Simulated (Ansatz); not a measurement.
# Ca3Co: the cost of one run

Program: Ansatz 0.2.0. Level of theory: DFT PBE, scalar-relativistic, plane waves, PAW. These are calculated values, not measurements.

## 1. The system as given

Symmetry: Pm-3m, No. 221, cubic system. The conventional cell has a = 4.523 Å, b = 4.523 Å, c = 4.523 Å, α = 90.00°, β = 90.00°, γ = 90.00°. Around Ca (site symmetry 4/mmm) lie 8 Ca at 3.20 Å and 4 Co at 3.20 Å. Co (site symmetry m-3m) has 12 Ca at 3.20 Å as nearest neighbours.

Structure file:

```cif
data_structure
_symmetry_space_group_name_H-M 'Pm-3m'
_symmetry_Int_Tables_number 221
_cell_length_a 4.5230
_cell_length_b 4.5230
_cell_length_c 4.5230
_cell_angle_alpha 90.000
_cell_angle_beta 90.000
_cell_angle_gamma 90.000
_cell_volume 92.53
loop_
_atom_site_label
_atom_site_type_symbol
_atom_site_symmetry_multiplicity
_atom_site_Wyckoff_symbol
_atom_site_fract_x
_atom_site_fract_y
_atom_site_fract_z
_atom_site_occupancy
Ca1 Ca 3 c 0.00000 0.50000 0.50000 1
Co1 Co 1 a 0.00000 0.00000 0.00000 1
```

(A quick probe on a coarse mesh, which set the mesh and smearing, is not shown.)

## 3. A loose first relaxation

Input file input.yaml:

```yaml
crystal:
  lattice:
    - [4.5229925743, 0.0, 0.0]
    - [0.0, 4.5229925743, 0.0]
    - [0.0, 0.0, 4.5229925743]
  atoms:
    - { symbol: Ca, position: [0.0, 0.5, 0.5] }
    - { symbol: Ca, position: [0.5, 0.0, 0.5] }
    - { symbol: Ca, position: [0.5, 0.5, 0.0] }
    - { symbol: Co, position: [0.0, 0.0, 0.0], spin: 1.02 }
basis:
  ecutwfc: 420
kpoints:
  mp_grid: { grid: [4, 4, 4] }
hamiltonian:
  xc: pbe
scf:
  occupations: { method: gaussian, width: 0.1 }
  lower_state_search: "off"
output:
  forces: true
  stress: true
  eigenvalues: true
  populations: true
magnetization:
  spin_polarized: true
relax:
  adjacent_minimum: "off"
  f_tol: 0.04
  max_steps: 70
  cell: { stress_tol: 0.4 }
```

Launch:

```bash
$ ansatz run input.yaml --threads 1 --pin off --max-ram 2560MiB --backend cpu --events-out ev --progress --plain --runs-dir out
```

What time and memory should one allow on 1 thread of Arm Neoverse V1, shared host?

About 45 s, with a peak of 0.38 GiB.
